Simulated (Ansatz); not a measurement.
# Bi2Te2O: the cost of one run

Computed with Ansatz 0.2.0 (DFT PBE, scalar-relativistic, plane waves, PAW, unless a step's input says otherwise).

## (1) The structure to begin with

It takes space group I-4m2 (No. 119, tetragonal). Conventional cell: a = 6.202 Å, b = 6.202 Å, c = 8.206 Å, α = 90.00°, β = 90.00°, γ = 90.00°. Around Bi (site symmetry 2mm) lie 1 O at 1.73 Å and 1 Te at 2.37 Å. Te (site symmetry -4m2) is surrounded by 2 Bi at 2.37 Å. Te (site symmetry -4m2) is surrounded by 4 Bi at 3.12 Å. O (site symmetry -4m2) is surrounded by 2 Bi at 1.73 Å.

Coordinates:

```cif
data_structure
_symmetry_space_group_name_H-M 'P 1'
_symmetry_Int_Tables_number 1
_cell_length_a 6.0054
_cell_length_b 6.0054
_cell_length_c 6.0054
_cell_angle_alpha 117.826
_cell_angle_beta 117.826
_cell_angle_gamma 93.809
_cell_volume 157.80
loop_
_atom_site_label
_atom_site_type_symbol
_atom_site_fract_x
_atom_site_fract_y
_atom_site_fract_z
_atom_site_occupancy
Bi1 Bi 0.78869 0.78869 0.00000 1
Bi2 Bi 0.21131 0.21131 0.00000 1
Te1 Te 0.50000 0.50000 0.00000 1
Te2 Te 0.25000 0.75000 0.50000 1
O1 O 0.00000 0.00000 0.00000 1
```

The cell is invented: random cell by space group and Wyckoff sites (I-4m2, No. 119). Its size is a rough estimate.

## (2) Probe: one point on a coarse mesh

File input.yaml:

```yaml
crystal:
  lattice:
    - [-3.10082774, 3.10082774, 4.1029605]
    - [3.10082774, -3.10082774, 4.1029605]
    - [3.10082774, 3.10082774, -4.1029605]
  atoms:
    - { symbol: Bi, position: [0.78869313, 0.78869313, 0.0] }
    - { symbol: Bi, position: [0.21130687, 0.21130687, 0.0] }
    - { symbol: Te, position: [0.5, 0.5, 0.0] }
    - { symbol: Te, position: [0.25, 0.75, 0.5] }
    - { symbol: O, position: [0.0, 0.0, 0.0] }
basis:
  ecutwfc: 420
kpoints:
  mp_grid: { grid: [4, 4, 4] }
hamiltonian:
  xc: pbe
scf:
  occupations: { method: gaussian, width: 0.1 }
  lower_state_search: "off"
output:
  forces: true
  stress: true
  eigenvalues: true
```

Run with:

```console
> ansatz run input.yaml --threads 1 --pin off --max-ram 2560MiB --backend cpu --events-out ev --progress --plain --runs-dir out
```

What time and memory should one allow on 1 thread of Intel Xeon Platinum 8488C (Sapphire Rapids), shared host?

About 5.5 s, with a peak of 0.48 GiB.
